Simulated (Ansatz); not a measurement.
CH5NSeSi, SMILES N=C[SiH2][SeH], a ladder of methods at one geometry

With the Ansatz DFT code, driven from Python.

The cells in order, each with its output:

```python
from dataclasses import dataclass

import ansatz as az
```

```python
@dataclass(frozen=True)
class Settings:
    basis: str = 'def2-SVP'


opts = Settings()

ch5nsesi = (
    az.Crystal.molecule()
    .atom('N', [0.0103, 1.6205, -0.2959])
    .atom('C', [0.2768, 0.5391, -0.8366])
    .atom('Si', [0.3528, -0.9674, 0.1986])
    .atom('Se', [-1.5731, -1.3723, 1.1564])
    .atom('H', [-0.0971, 2.5094, -0.9025])
    .atom('H', [0.4911, 0.4901, -1.8998])
    .atom('H', [1.4136, -0.7613, 1.2734])
    .atom('H', [0.8178, -2.0979, -0.6271])
    .atom('H', [-1.6037, -0.0065, 1.9166])
)
```

```python
setup = ch5nsesi.calculation().basis(gaussian=opts.basis)
```

```python
methods = ['mp2', 'ccsd', 'ccsd_t']
batch = az.Session.batch([setup.correlation(m).input() for m in methods])
reports = sorted(batch.plan().execute().molecular_reports, key=lambda each: each['member'])
print(f'Hartree-Fock reference {reports[0]["reference_energy_ev"] / 27.211386246:.6f} Ha')
best = reports[-1]['free_energy_ev'] - reports[-1]['reference_energy_ev']
for method, each in zip(methods, reports):
    gained = each['free_energy_ev'] - each['reference_energy_ev']
    print(f'{method:8s} total {each["free_energy_ev"] / 27.211386246:.6f} Ha  correlation {gained:9.4f} eV  ({100 * gained / best:.1f} % of the last)')
```

    Hartree-Fock reference -2783.523331 Ha
    mp2      total -2784.151915 Ha  correlation  -17.1046 eV  (91.1 % of the last)
    ccsd     total -2784.192577 Ha  correlation  -18.2111 eV  (97.0 % of the last)
    ccsd_t   total -2784.213434 Ha  correlation  -18.7786 eV  (100.0 % of the last)

What to keep in mind:
- Total energies depend on the basis set; only differences at equal settings carry meaning.
- The geometry is a force-field or estimated start, not a minimum of this method, and the basis set is short of its limit. A lower total doesn't mark the better method: functionals have no common bound, and MP2 and coupled cluster aren't variational.
- Inner cores stay frozen; a filled d shell under the valence of the heavier atoms is correlated with it.

(Lines on the test bed's own set-up are left out of the output.)
